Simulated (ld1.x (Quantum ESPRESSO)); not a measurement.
# Si, TM: a sweep of the radius of the local potential, part 2 of 2

Aim: generate and test one potential in full, then change the radius of the local potential and see what happens to hardness, ghosts and transferability.

ld1.x (Quantum ESPRESSO) 7.5; first potential BLYP, scalar-relativistic. Earlier steps stand in the parts before.

### Step 4. Does it scatter like the atom?

Taken from the files of the generation run. The phase is arctan(r·u′/u) with u = r·R, unwrapped, with energies in Ry. A pole is an energy at which the radial function vanishes at the test radius. The pseudo phase is shifted by a multiple of π to meet the all-electron one at the reference energy. Levels narrower than the energy grid can be missing from the poles. The last column is the largest difference on the grid between −1 and +1 Ry.

| channel | radius (bohr) | reference (Ry) | poles AE | poles PS | window around the reference with phases within 0.05 rad (Ry) | largest difference near zero (rad) |
| --- | --- | --- | --- | --- | --- | --- |
| s | 2.05 | -0.79 | 1.80 | 2.00 | below -0.7 | 0.065 |
| p | 2.05 | -0.29 | 2.75 | 2.40 | below 2.8 | 0.014 |

Phases (rad) along the scan:

```tsv
E (Ry)	s AE	s PS	p AE	p PS
-3.00	1.161	1.155	1.237	1.233
-2.52	1.080	1.071	1.194	1.190
-2.04	0.942	0.929	1.133	1.129
-1.56	0.665	0.648	1.038	1.034
-1.08	0.059	0.047	0.872	0.869
-0.60	-0.723	-0.658	0.533	0.532
-0.12	-1.143	-1.120	-0.146	-0.147
0.36	-1.339	-1.319	-0.833	-0.842
0.84	-1.448	-1.430	-1.180	-1.194
1.32	-1.519	-1.501	-1.352	-1.371
1.80	-1.571	-1.553	-1.453	-1.478
2.28	-1.613	-1.594	-1.520	-1.554
2.76	-1.650	-1.630	-1.571	-1.619
3.24	-1.686	-1.663	-1.614	-1.684
3.72	-1.723	-1.696	-1.652	-1.764
4.20	-1.765	-1.732	-1.690	-1.897
4.68	-1.815	-1.773	-1.730	-2.225
```

### Step 5. Cutoff and ghost test in a Bessel basis

This step uses the generator's waves and projectors in a separate script. Basis: spherical Bessel functions vanishing at 20 bohr, q² up to the cutoff; potential fixed at the reference.

All-electron valence levels (Ry): 3s -0.7853, 3p -0.2887. The lowest levels of each channel (Ry) by cutoff; the last column sums, over occupied levels, occupation times the distance from the level at 400 Ry. A positive value at high cutoff is not a bound level.

```tsv
cutoff (Ry)	s #1	p #1	d #1	f #1	Σ f·Δε (mRy)
8	-0.7605	-0.2881	0.0490	0.1017	50.8
10	-0.7714	-0.2882	0.0489	0.1017	28.7
15	-0.7822	-0.2885	0.0488	0.1017	6.5
18	-0.7844	-0.2886	0.0488	0.1017	1.9
21	-0.7847	-0.2887	0.0488	0.1017	1.2
25	-0.7848	-0.2887	0.0488	0.1017	1.1
30	-0.7848	-0.2887	0.0488	0.1017	1.0
35	-0.7849	-0.2887	0.0488	0.1017	0.7
40	-0.7851	-0.2887	0.0487	0.1017	0.3
400	-0.7853	-0.2887	0.0487	0.1017	0.0
```

The sum stays within 10 mRy from 15 Ry and within 1 mRy from 30 Ry. The sum leaves out empty levels, which can need more. Ghost test: no level below the all-electron spectrum of its channel (s, p, d, f tested).

### Step 6. Now with radius of the local potential (bohr) = 1.14

Si.in

```
 &input
   title='Si', zed=14., rel=1, dft='BLYP', iswitch=3,
   config='[Ne] 3s2 3p2',
   nld=2, rlderiv=2.05, eminld=-3.0, emaxld=5.0, deld=0.02
 /
 &inputp
   pseudotype=2, tm=.true., lloc=-1, rcloc=1.14,
   nlcc=.true., new_core_ps=.true., rcore=1.25,
   file_pseudopw='Si.UPF', file_wfcaegen='ae.wfc', file_wfcncgen='nc.wfc', file_beta='beta', file_chi='chi'
 /
2
3S  1  0   2.00   0.00  1.65  1.65  0.0
3P  2  1   2.00   0.00  1.90  1.90  0.0
 &test
   configts(1)='3s2 3p2'
 /
```

Run with:

```sh
$ ld1.x < Si.in > Si.out
```

What the program wrote to Si.out (without the banner and most projector matrices):

```text
     Program LD1 v.7.5
     [... all-electron run as in step 2 ...]


     --------------------- Generating NC pseudopotential ---------------------

      Generating local potential from pseudized AE potential:
      Matching radius rcloc =   1.1400

      Local pseudo, rcloc= 1.146 Estimated cut-off energy=    18.32 Ry

      Computing core charge for nlcc:

       r > 1.25 : true rho core
      Core charge pseudized with two Bessel functions
      Integrated core pseudo-charge :   3.10

      Wfc   3S  rcut= 1.667  Using Troullier-Martins method

      Wfc   3P  rcut= 1.889  Using Troullier-Martins method

     ------------------- End of pseudopotential generation -------------------

     [... all-electron run as in step 2 ...]


     Computing logarithmic derivative in   2.04871
     Computing logarithmic derivative in   2.04871
     Computing the partial wave expansion
     R is outside the sphere for l=    0 j= 0.00
     R is outside the sphere for l=    1 j= 0.00

     ---------------------- Testing the pseudopotential ----------------------

     Si
     scalar relativistic calculation

     atomic number is 14.00   valence charge is  4.00
     dft =BLYP   lsd =0 sic =0 latt =0  beta=0.20 tr2=1.0E-14
     mesh =1141 r(mesh) = 100.57892 xmin = -7.00 dx = 0.01250

     n l     nl             e AE (Ry)        e PS (Ry)    De AE-PS (Ry)
     1 0     3S   1( 2.00)       -0.78527       -0.78527        0.00000
     2 1     3P   1( 2.00)       -0.28870       -0.28870       -0.00000

     eps = 1.2E-15  iter =  5

     Etot =    -580.000510 Ry,    -290.000255 Ha,   -7891.308947 eV
     Etotps =   -12.026333 Ry,      -6.013166 Ha,    -163.626593 eV

     Ekin =       2.563764 Ry,       1.281882 Ha,      34.881793 eV
     Encl =     -15.556168 Ry,      -7.778084 Ha,    -211.652448 eV
     Ehrt =       5.861240 Ry,       2.930620 Ha,      79.746236 eV
     Ecxc =      -6.663686 Ry,      -3.331843 Ha,     -90.664072 eV
     (Ecc =      -4.467552 Ry,      -2.233776 Ha,     -60.784135 eV)
     Epseu=       1.768517 Ry,       0.884258 Ha,      24.061898 eV

     ---------------------- End of pseudopotential test ----------------------
```

Run time: 0.71 s. Hardware: 1 thread, shared host. This counts the later configuration tests of the new file too.

The new file went through the configuration test as well (its log is not shown).

The tests as a table, with energies relative to 3s2 3p2.

```csv
valence configuration,charge,ΔE all-electron (eV),error AE − PS (meV)
3s2 3p1,+1,7.589,+4.3
3s2 3p0,+2,23.479,+32
3s1 3p0,+3,57.483,+107
3s1 3p3,0,6.852,-0.1
3s2 3p1.5,+0.5,2.844,+0.7
3s1 3p2,+1,15.044,+8.6
3s0 3p4,0,13.875,-2.0
```

With this change the loose cutoff stays at 15 Ry, the largest error in the tests that it solved is +107 meV (3s1 3p0) and there is no bound ghost.

### Step 7. Now with radius of the local potential (bohr) = 1.94

Si.in: that of step 6 with these lines changed.

```diff
@@ -3,6 +3,6 @@
    config='[Ne] 3s2 3p2',
-   nld=2, rlderiv=2.05, eminld=-3.0, emaxld=5.0, deld=0.02
+   nld=2, rlderiv=2.10, eminld=-3.0, emaxld=5.0, deld=0.02
  /
  &inputp
-   pseudotype=2, tm=.true., lloc=-1, rcloc=1.14,
+   pseudotype=2, tm=.true., lloc=-1, rcloc=1.94,
    nlcc=.true., new_core_ps=.true., rcore=1.25,
```

Run with:

```sh
$ ld1.x < Si.in > Si.out
```

The output, Si.out (without the banner and most projector matrices):

```text
     Program LD1 v.7.5
     [... all-electron run as in step 2 ...]


     --------------------- Generating NC pseudopotential ---------------------

      Generating local potential from pseudized AE potential:
      Matching radius rcloc =   1.9400

      Local pseudo, rcloc= 1.937 Estimated cut-off energy=     6.47 Ry

      Computing core charge for nlcc:

       r > 1.25 : true rho core
      Core charge pseudized with two Bessel functions
      Integrated core pseudo-charge :   3.10

      Wfc   3S  rcut= 1.667  Using Troullier-Martins method

      Wfc   3P  rcut= 1.889  Using Troullier-Martins method

     ------------------- End of pseudopotential generation -------------------

     [... all-electron run as in step 2 ...]


     Computing logarithmic derivative in   2.10058
     Computing logarithmic derivative in   2.10058
     Computing the partial wave expansion
     R is outside the sphere for l=    0 j= 0.00
     R is outside the sphere for l=    1 j= 0.00

     ---------------------- Testing the pseudopotential ----------------------

     Si
     scalar relativistic calculation

     atomic number is 14.00   valence charge is  4.00
     dft =BLYP   lsd =0 sic =0 latt =0  beta=0.20 tr2=1.0E-14
     mesh =1141 r(mesh) = 100.57892 xmin = -7.00 dx = 0.01250

     n l     nl             e AE (Ry)        e PS (Ry)    De AE-PS (Ry)
     1 0     3S   1( 2.00)       -0.78527       -0.78527        0.00000
     2 1     3P   1( 2.00)       -0.28870       -0.28870       -0.00000

     eps = 6.5E-16  iter =  5

     Etot =    -580.000510 Ry,    -290.000255 Ha,   -7891.308947 eV
     Etotps =   -12.026333 Ry,      -6.013166 Ha,    -163.626594 eV

     Ekin =       2.563764 Ry,       1.281882 Ha,      34.881790 eV
     Encl =     -15.012041 Ry,      -7.506020 Ha,    -204.249216 eV
     Ehrt =       5.861240 Ry,       2.930620 Ha,      79.746237 eV
     Ecxc =      -6.663686 Ry,      -3.331843 Ha,     -90.664073 eV
     (Ecc =      -4.467552 Ry,      -2.233776 Ha,     -60.784135 eV)
     Epseu=       1.224390 Ry,       0.612195 Ha,      16.658669 eV

     ---------------------- End of pseudopotential test ----------------------
```

It took 0.72 s on 1 thread, shared host. This counts the later configuration tests of the new file too.

The test run was repeated on this file; only its results are given.

Energies count from the reference configuration 3s2 3p2; the error is all-electron less pseudo.

| valence configuration | charge | ΔE all-electron (eV) | error AE − PS (meV) |
| --- | --- | --- | --- |
| 3s2 3p1 | +1 | 7.589 | +2.9 |
| 3s2 3p0 | +2 | 23.479 | +21 |
| 3s1 3p0 | +3 | 57.483 | +71 |
| 3s1 3p3 | 0 | 6.852 | -0.7 |
| 3s2 3p1.5 | +0.5 | 2.844 | +0.4 |
| 3s1 3p2 | +1 | 15.044 | +5.6 |
| 3s0 3p4 | 0 | 13.875 | -3.0 |

Compared with the first run, the loose cutoff stays at 15 Ry, the largest error in the tests that it solved is +71 meV (3s1 3p0), there is no bound ghost and the phase difference near zero goes from 0.06 to 0.01 rad.

### Step 8. Results

What follows sums up all 2 parts.

Cutoffs, loose and tight: the cutoffs (Ry, on a coarse ladder) from which the occupation-weighted sum of valence levels, in a spherical-Bessel basis at the reference potential, stays within 10 and 1 mRy of its value at 400 Ry; empty and scattering waves don't count. The number of plane waves in a given cell goes as the cutoff to the power 3/2; it is given for the loose cutoff, relative to the first potential. Test errors are all-electron less pseudo. The phase difference is the largest within 1 Ry of zero, over the channels with partial waves.

| radius of the local potential (bohr) | outcome | cutoff, loose | cutoff, tight | plane waves, relative | bound ghosts | largest test error (meV) | phase difference near zero (rad) |
| --- | --- | --- | --- | --- | --- | --- | --- |
| 0.96 (first) | generated | 15 Ry | 30 Ry | 1.00 | none | +54 (2 tests unsolved) | 0.065 |
| 1.14 | generated | 15 Ry | 40 Ry | 1.00 | none | +107 | 0.049 |
| 1.94 | generated | 15 Ry | 40 Ry | 1.00 | none | +71 | 0.011 |

What this shows: The loose cutoff is 15 Ry at 0.96, 15 Ry at 1.14 and 15 Ry at 1.94. The largest test error is 107 meV at 1.14 and 71 meV at 1.94. Runs with unsolved tests are left out of that trend.

The first potential by itself. The worst unpolarised test, 3s1 3p2, is off by 54 meV on 15.0 eV; by total energies transferability rates as fair where solved. Of the tests 2 gave no usable energy difference, which is a warning in itself. By its cutoff, 15 Ry for the looser tolerance, it is soft on the atom at that tolerance. The slowest occupied level is 3s: taken alone it needs 18 Ry to come within 1 mRy, against 8 Ry for 3p.
